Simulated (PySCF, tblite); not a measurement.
# C7H7NO: geometry, infrared bands and NMR shifts

What infrared bands and NMR shifts should C7H7NO (`C#C[C@@H]1C=C[C@@H]1NC=O`) show?

Programs: tblite 0.8.0 and PySCF 2.14.0, with density-fitted response routines of our own. Each step states its level of theory. These are calculated values for one molecule in the gas phase, unless marked as measured. Atoms count from 0, in the outputs and in this text.

## 1. Starting geometry

16 atoms, charge 0, multiplicity 1; geometry from: force field or distance geometry start.

Bonds of the start (Å): C0–C1 1.21, C1–C2 1.44, C2–C3 1.51, C3–C4 1.35, C4–C5 1.53, C5–N6 1.47, N6–C7 1.36, C7–O8 1.22, C5–C2 1.57, C0–H9 1.06, C2–H10 1.10, C3–H11 1.09, C4–H12 1.09, C5–H13 1.09, N6–H14 1.01, C7–H15 1.11.

## 2. Geometry optimisation with GFN2-xTB

Job settings and geometry (Å):

```
{"job": {"kind": "relax", "xc": "GFN2-xTB", "basis": "xTB"}, "charge": 0, "multiplicity": 1}
C      2.065600    -1.586400    -0.900400
C      1.516500    -0.525200    -0.695200
C      0.889000     0.746700    -0.436500
C      1.214900     1.312500     0.928100
C     -0.069400     1.347800     1.346100
C     -0.607000     0.755300     0.047600
N     -1.225600    -0.548900     0.313600
C     -2.008600    -1.173600    -0.606900
O     -2.309100    -0.733200    -1.707000
H      2.529700    -2.517200    -1.091500
H      1.044500     1.453200    -1.267100
H      2.154400     1.584400     1.399100
H     -0.563800     1.681200     2.259800
H     -1.255600     1.417400    -0.528900
H     -1.017400    -1.043200     1.173400
H     -2.365900    -2.161800    -0.245600
```

The run is started by

```
$ OMP_NUM_THREADS=1 python probes_run.py task.json out
```

The driver reads the jobs from task.json and runs them one after another.

**Question.** This job is followed by: GFN2-xTB harmonic vibrations, gas phase; GIAO PBE0/pcSseg-1 NMR shielding, non-relativistic, gas phase. Predict these results of the whole session: strongest single infrared mode (GFN2-xTB); zero-point energy (GFN2-xTB); 13C shifts against TMS (PBE0/pcSseg-1); 1H shifts against TMS (PBE0/pcSseg-1); 15N shifts against NH3 (PBE0/pcSseg-1); 17O shifts against H2O (PBE0/pcSseg-1).

The runs gave:

```
                                 quantity                                            value
strongest single infrared mode (GFN2-xTB)                            1769 cm⁻¹, 639 km/mol
             zero-point energy (GFN2-xTB)                                    74.7 kcal/mol
   13C shifts against TMS (PBE0/pcSseg-1)  160.3, 150.8, 148.8, 87.7, 81.0, 49.9, 42.4 ppm
    1H shifts against TMS (PBE0/pcSseg-1)     8.31, 6.46, 6.32, 5.70, 5.16, 3.97, 1.84 ppm
   15N shifts against NH3 (PBE0/pcSseg-1)                                        145.9 ppm
   17O shifts against H2O (PBE0/pcSseg-1)                                        417.4 ppm
```

What this shows: Over 89 steps the energy fell by 0.199 eV; of the close pairs, C5–N6 changed most, 1.468 to 1.435 Å. All 42 modes are real, so the xTB geometry is a minimum. The strongest single mode, at 1769 cm⁻¹, moves mainly C7 and O8. GFN2-xTB is a fitted tight-binding method: band positions and strengths are rough. Its intensities can rank the bands wrongly. C7 (amide carbonyl carbon) lies farthest downfield among carbon, at 160.3 ppm; it is a carbonyl in resonance with an O or N lone pair, the region of acids, esters and amides. At PBE0/pcSseg-1: Shielding is most anisotropic at O8 (span 743 ppm, paramagnetic term -482 ppm).
